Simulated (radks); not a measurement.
# Ionisation energy and size from Hf³⁺ to Au³⁺

How do ionisation energy and radius run along this set of elements? Each needs two runs, the species and its ion; the difference of their energies is the Δ-SCF value.

The numbers are computed with radks (a radial shooting solver on a logarithmic mesh, Libxc functionals) version 1 (scalar-relativistic Kohn-Sham, PBE, spin-unpolarised, spherical densities, finite nucleus), except any that are marked as measured or tabulated.

## 1. Starting point

```
species : Hf³⁺, Ta³⁺, W³⁺, Re³⁺, Os³⁺, Ir³⁺, Pt³⁺, Au³⁺
runs    : 16, each species and its next ion
```

## 2. Hf³⁺, [Xe] 4f14 5d1

Settings of this run:

```text
Z 72
configuration [Xe] 4f14 5d1
relativity scalar-relativistic
functional pbe,pbe
spin unpolarised
nucleus finite rms 5.347 fm
c 137.035999084
```

## 3. Hf⁴⁺, [Xe] 4f14

Input: that of step 2 with these lines changed.

```diff
@@ -1,3 +1,3 @@
 Z 72
-configuration [Xe] 4f14 5d1
+configuration [Xe] 4f14
 relativity scalar-relativistic
```

## 4. Ta³⁺, [Xe] 4f14 5d2

Settings of this run:

```text
Z 73
configuration [Xe] 4f14 5d2
relativity scalar-relativistic
functional pbe,pbe
spin unpolarised
nucleus finite rms 5.3507 fm
c 137.035999084
```

## 5. Ta⁴⁺, [Xe] 4f14 5d1

Input: that of step 4 with these lines changed.

```diff
@@ -1,3 +1,3 @@
 Z 73
-configuration [Xe] 4f14 5d2
+configuration [Xe] 4f14 5d1
 relativity scalar-relativistic
```

## 6. W³⁺, [Xe] 4f14 5d3

Settings of this run:

```text
Z 74
configuration [Xe] 4f14 5d3
relativity scalar-relativistic
functional pbe,pbe
spin unpolarised
nucleus finite rms 5.3658 fm
c 137.035999084
```

## 7. W⁴⁺, [Xe] 4f14 5d2

Input: that of step 6 with these lines changed.

```diff
@@ -1,3 +1,3 @@
 Z 74
-configuration [Xe] 4f14 5d3
+configuration [Xe] 4f14 5d2
 relativity scalar-relativistic
```

## 8. Re³⁺, [Xe] 4f14 5d4

Settings of this run:

```text
Z 75
configuration [Xe] 4f14 5d4
relativity scalar-relativistic
functional pbe,pbe
spin unpolarised
nucleus finite rms 5.3698 fm
c 137.035999084
```

## 9. Re⁴⁺, [Xe] 4f14 5d3

Input: that of step 8 with these lines changed.

```diff
@@ -1,3 +1,3 @@
 Z 75
-configuration [Xe] 4f14 5d4
+configuration [Xe] 4f14 5d3
 relativity scalar-relativistic
```

## 10. Os³⁺, [Xe] 4f14 5d5

Settings of this run:

```text
Z 76
configuration [Xe] 4f14 5d5
relativity scalar-relativistic
functional pbe,pbe
spin unpolarised
nucleus finite rms 5.4126 fm
c 137.035999084
```

## 11. Os⁴⁺, [Xe] 4f14 5d4

Input: that of step 10 with these lines changed.

```diff
@@ -1,3 +1,3 @@
 Z 76
-configuration [Xe] 4f14 5d5
+configuration [Xe] 4f14 5d4
 relativity scalar-relativistic
```

## 12. Ir³⁺, [Xe] 4f14 5d6

Settings of this run:

```text
Z 77
configuration [Xe] 4f14 5d6
relativity scalar-relativistic
functional pbe,pbe
spin unpolarised
nucleus finite rms 5.4032 fm
c 137.035999084
```

## 13. Ir⁴⁺, [Xe] 4f14 5d5

Input: that of step 12 with these lines changed.

```diff
@@ -1,3 +1,3 @@
 Z 77
-configuration [Xe] 4f14 5d6
+configuration [Xe] 4f14 5d5
 relativity scalar-relativistic
```

## 14. Pt³⁺, [Xe] 4f14 5d7

Settings of this run:

```text
Z 78
configuration [Xe] 4f14 5d7
relativity scalar-relativistic
functional pbe,pbe
spin unpolarised
nucleus finite rms 5.427 fm
c 137.035999084
```

## 15. Pt⁴⁺, [Xe] 4f14 5d6

Input: that of step 14 with these lines changed.

```diff
@@ -1,3 +1,3 @@
 Z 78
-configuration [Xe] 4f14 5d7
+configuration [Xe] 4f14 5d6
 relativity scalar-relativistic
```

## 16. Au³⁺, [Xe] 4f14 5d8

Settings of this run:

```text
Z 79
configuration [Xe] 4f14 5d8
relativity scalar-relativistic
functional pbe,pbe
spin unpolarised
nucleus finite rms 5.4371 fm
c 137.035999084
```

## 17. Au⁴⁺, [Xe] 4f14 5d7

Input: that of step 16 with these lines changed.

```diff
@@ -1,3 +1,3 @@
 Z 79
-configuration [Xe] 4f14 5d8
+configuration [Xe] 4f14 5d7
 relativity scalar-relativistic
```

What does the calculation give? Wanted: for each run, species; configuration; Δ-SCF; NIST; −ε(HOMO); its level; widest level; its <r>.

The runs gave:

| species | configuration | Δ-SCF (eV) | NIST (eV) | −ε(HOMO) (eV) | its level | widest level | its <r> (bohr) |
| --- | --- | --- | --- | --- | --- | --- | --- |
| Hf³⁺ | [Xe] 4f14 5d1 | 32.853 | 33.37 (semi-emp.) | 27.127 | 5d | 5d | 1.94 |
| Ta³⁺ | [Xe] 4f14 5d2 | 35.043 | 35 (theory) | 29.129 | 5d | 5d | 1.84 |
| W³⁺ | [Xe] 4f14 5d3 | 37.212 | 38.2 (semi-emp.) | 31.109 | 5d | 5d | 1.76 |
| Re³⁺ | [Xe] 4f14 5d4 | 39.358 | 39 (theory) | 33.061 | 5d | 5d | 1.68 |
| Os³⁺ | [Xe] 4f14 5d5 | 41.480 | 41 (theory) | 34.985 | 5d | 5d | 1.61 |
| Ir³⁺ | [Xe] 4f14 5d6 | 43.577 | 40 (theory) | 36.886 | 5d | 5d | 1.54 |
| Pt³⁺ | [Xe] 4f14 5d7 | 45.654 | 43 (theory) | 38.766 | 5d | 5d | 1.49 |
| Au³⁺ | [Xe] 4f14 5d8 | 47.713 | 45 (theory) | 40.629 | 5d | 5d | 1.43 |

In words: Reference values: NIST Atomic Spectra Database (exp. measured, semi-emp. semi-empirical, theory a theoretical value adopted there). By these runs, which need not match the measured order, Au³⁺ holds its electron most tightly (47.713 eV) and Hf³⁺ least (32.853 eV); the widest outer orbital is the 5d of Hf³⁺. The Δ-SCF values miss the measured or semi-empirical entries by -2.1 % in the signed mean; the largest miss is -2.6 % (W³⁺). Spin polarisation and multiplet splitting are left out, so open shells lie too high by an amount that depends on their filling. Spin-orbit splitting is averaged out at the scalar-relativistic level.
